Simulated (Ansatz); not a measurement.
Working through a rigid torsion scan of CH4Cl2Si, SMILES C[SiH](Cl)Cl

Computed with Ansatz 0.2.0, Python API.

Notebook, run cell by cell (the value of a cell's last expression is shown):

**Cell 1**
```python
import ansatz as az
from ase import Atoms
```

**Cell 2**
```python
atoms = Atoms(["C", "Si", "Cl", "Cl", "H", "H", "H", "H"], positions=[
    [-0.1394, 0.9462, -0.1216],
    [0.0272, -0.8048, 0.1992],
    [1.9161, -1.1854, 0.7827],
    [-0.1678, -1.8733, -1.5174],
    [-1.1999, 1.2033, -0.5],
    [-0.0164, 1.6035, 0.7668],
    [0.5344, 1.3491, -0.8963],
    [-0.8621, -1.2957, 1.2308],
])
```

**Cell 3**
```python
# relax first, so that the scan starts from a minimum
first = (
    az.Crystal.molecule_from_ase(atoms).calculation()
    .basis(gaussian="6-31G*")
    .functional("CAM-B3LYP")
    .relax(force_tolerance=0.02, max_steps=80)
)
atoms.positions = first.run(threads=1).report["positions_ang"]
```

**Cell 4**
```python
start = atoms.get_dihedral(2, 1, 0, 4)
energies = {}
for turn in range(0, 121, 15):
    turned = atoms.copy()
    turned.set_dihedral(2, 1, 0, 4, start + turn, indices=[0, 4, 5, 6])
    model = (
        az.Crystal.molecule_from_ase(turned).calculation()
        .basis(gaussian="6-31G*")
        .functional("CAM-B3LYP")
    )
    energies[round((start + turn) % 360)] = model.run(threads=1).report["free_energy_ev"]
floor = min(energies.values())
print("dihedral Cl2-Si1-C0-H4 (deg)   E - E(min) (kJ/mol)")
for angle, e in sorted(energies.items()):
    print(f"{angle:8d} {96.485332 * (e - floor):14.3f}  " + "#" * int(30 * (e - floor) / max(max(energies.values()) - floor, 1e-9)))
```
Output:
```text
dihedral Cl2-Si1-C0-H4 (deg)   E - E(min) (kJ/mol)
     180          0.000
     195          0.942  ####
     210          3.252  ##############
     225          5.605  #########################
     240          6.594  ##############################
     255          5.619  #########################
     270          3.275  ##############
     285          0.968  ####
     300          0.023
```

The scan is rigid and the energies are electronic, in a modest basis. With rigid groups the curve can differ much from the relaxed path, the start wasn't checked as a minimum of this torsion, and equivalent turns needn't return to the same energy. It ran for 46 s on 1 thread of Arm Neoverse V2 (shared host), peak memory 0.27 GiB.
